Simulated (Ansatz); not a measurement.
# CH5AlSSi: small, medium and large basis sets

One table from this session's results is given with a row withheld; the runs are named, their logs left out.

Computed with Ansatz 0.2.0, Gaussian basis. Level: one geometry, several basis sets.

Levels to be run: PBE0-D4/def2-SVP; ωB97M-V/def2-SVP; PBE0-D4/def2-QZVPP; ωB97M-V/def2-QZVPP; the functionals' def2-TZVPP values are taken from earlier runs.

## Structure used throughout

An earlier PBE0-D4 in a triple-zeta def2 set relaxation fixed the geometry.

9 atoms, charge 0, spin multiplicity 1.

Atoms are counted from 1 here; the program's logs count them from 0.

Bond lengths: Al1–C2 1.961 Å, Al1–S4 2.430 Å, Al1–H5 1.583 Å, Al1–H6 1.586 Å, C2–Si3 1.817 Å, C2–H7 1.086 Å, Si3–S4 2.131 Å, Si3–H8 1.478 Å, Si3–H9 1.476 Å. Angles: C2–Al1–S4 51.9°, C2–Al1–H5 118.7°, C2–Al1–H6 115.8°, S4–Al1–H5 109.7°, S4–Al1–H6 110.7°, H5–Al1–H6 124.7°, Al1–C2–Si3 109.0°, Al1–C2–H7 129.4°, Si3–C2–H7 120.4°, C2–Si3–S4 59.1°, C2–Si3–H8 120.8°, C2–Si3–H9 120.2°, S4–Si3–H8 113.4°, S4–Si3–H9 117.4°, H8–Si3–H9 114.1° and more.

The first run:

Contents of in.yaml:

```yaml
crystal:
  periodic: [false, false, false]
  atoms:
    - {symbol: Al, position_ang: [-0.448819, 1.390114, -0.694694]}
    - {symbol: C, position_ang: [0.837546, -0.045390, -0.335842]}
    - {symbol: Si, position_ang: [0.186388, -1.105723, 0.988015]}
    - {symbol: S, position_ang: [-0.779128, -1.007963, -0.908792]}
    - {symbol: H, position_ang: [-0.459589, 2.059576, -2.129325]}
    - {symbol: H, position_ang: [-1.224817, 1.952121, 0.569281]}
    - {symbol: H, position_ang: [1.701974, -0.356553, -0.915227]}
    - {symbol: H, position_ang: [0.793061, -2.424016, 1.270006]}
    - {symbol: H, position_ang: [-0.518114, -0.508367, 2.139577]}
basis:
  gaussian: {orbitals: def2-SVP}
hamiltonian: {xc: pbe0, dispersion: d4}
output: {orbitals: {seedname: orbitals}}
```

Steps of the session up to this table: PBE0-D4 in def2-SVP; ωB97M-V in def2-SVP; PBE0-D4 in def2-QZVPP; ωB97M-V in def2-QZVPP.

One table of the session follows, with a row left open; its other results are not shown here.

It belongs to the step «Functionals by basis». 

| functional | basis | HOMO (eV) |
| --- | --- | --- |
| PBE0-D4 | def2-SVP | -7.56 |
| PBE0-D4 | def2-TZVPP | -7.53 |
| PBE0-D4 | def2-QZVPP | -7.53 |
| ωB97M-V | def2-SVP | -9.65 |
| ωB97M-V | def2-TZVPP | ? |
| ωB97M-V | def2-QZVPP | -9.67 |

**Question.** Estimate the row for ωB97M-V, def2-TZVPP.

**Answer.** HOMO (eV): -9.66. In the column «HOMO (eV)» it lies between ωB97M-V, def2-QZVPP (-9.67) and ωB97M-V, def2-SVP (-9.65).
